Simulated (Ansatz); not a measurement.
**CHBr2 radical: up Jacob's ladder to CCSD(T)**

One table from this session's results is given with a row withheld; the runs are named, their logs left out.

Computed with Ansatz 0.2.0, Gaussian basis. Level: functionals in def2-TZVPP, the program's frozen cores in correlated methods.

The runs, in order: LDA (SPW92), PBE-D4, revPBE-D4, BLYP-D4, r2SCAN-D4, B97M-V, PBE0-D4, B3LYP-D4, r2SCANh-D4, r2SCAN0-D4, HSE06-D4, BHLYP-D4, CAM-B3LYP-D4, LC-ωPBE, ωB97X-V, ωB97M-V, B2PLYP, PBE-QIDH; CCSD(T)/def2-SVP; CCSD(T)/def2-TZVPP; MP2/def2-QZVPP; extrapolation to the limit; RPA on PBE.

## The geometry

The geometry comes from an earlier relaxation with PBE0-D4 in a triple-zeta def2 set; it is a stationary point.

SMILES `Br[CH]Br`, 4 atoms, charge 0, spin multiplicity 2.

Atoms are counted from 1 here; the program's logs count them from 0.

Bond lengths: Br1–C2 1.847 Å, C2–Br3 1.847 Å, C2–H4 1.080 Å. Angles: Br1–C2–Br3 120.7°, Br1–C2–H4 117.0°, Br3–C2–H4 117.0°.

Set-up of the first run:

File in.yaml:

```yaml
crystal:
  periodic: [false, false, false]
  atoms:
    - {symbol: Br, position_ang: [-1.599523, 0.049186, -0.696694]}
    - {symbol: C, position_ang: [0.060144, 0.188229, 0.102338]}
    - {symbol: Br, position_ang: [0.904960, -1.305102, 0.786831]}
    - {symbol: H, position_ang: [0.689820, 1.007389, -0.212874]}
basis:
  gaussian: {orbitals: def2-TZVPP}
magnetization: {spin_polarized: true, initial_magnetization: 1}
hamiltonian: {xc: lda}
output: {orbitals: {seedname: orbitals}}
```

Steps of the session up to this table: LDA; PBE-D4 (GGA); revPBE-D4 (GGA); BLYP-D4 (GGA); r2SCAN-D4 (meta-GGA); B97M-V (meta-GGA); PBE0-D4 (hybrid); B3LYP-D4 (hybrid); r2SCANh-D4 (hybrid); r2SCAN0-D4 (hybrid); HSE06-D4 (hybrid); BHLYP-D4 (hybrid); CAM-B3LYP-D4 (range-separated); LC-ωPBE-D4 (range-separated; the results give it without D4); ωB97X-V (range-separated); ωB97M-V (range-separated); B2PLYP (double hybrid); PBE-QIDH (double hybrid).

One of the session's tables, all rows but one given; the rest of the session is left out.

It belongs to the step «Orbital energies across the functionals». 

| functional | HOMO (eV) | LUMO (eV) | gap (eV) |
| --- | --- | --- | --- |
| LDA (SPW92) | -4.93 | -3.81 | 1.12 |
| PBE-D4 | -4.92 | -3.36 | 1.55 |
| revPBE-D4 | ? | ? | ? |
| BLYP-D4 | -4.74 | -3.29 | 1.45 |
| r2SCAN-D4 | -5.39 | -2.81 | 2.57 |
| B97M-V | -5.23 | -3.07 | 2.16 |
| PBE0-D4 | -6.32 | -2.30 | 4.02 |
| B3LYP-D4 | -6.01 | -2.65 | 3.36 |
| r2SCANh-D4 | -5.89 | -2.43 | 3.46 |
| r2SCAN0-D4 | -6.65 | -1.87 | 4.78 |
| HSE06-D4 | -5.91 | -2.69 | 3.22 |
| BHLYP-D4 | -7.53 | -1.20 | 6.33 |
| CAM-B3LYP-D4 | -7.63 | -1.26 | 6.37 |
| LC-ωPBE | -9.07 | 0.07 | 9.14 |
| ωB97X-V | -8.57 | -0.31 | 8.26 |
| ωB97M-V | -8.33 | -0.44 | 7.89 |

Q: Estimate the row for revPBE-D4 from the others.

As computed: HOMO (eV): -4.88; LUMO (eV): -3.25; gap (eV): 1.64. In the column «HOMO (eV)» it lies between PBE-D4 (-4.92) and BLYP-D4 (-4.74).
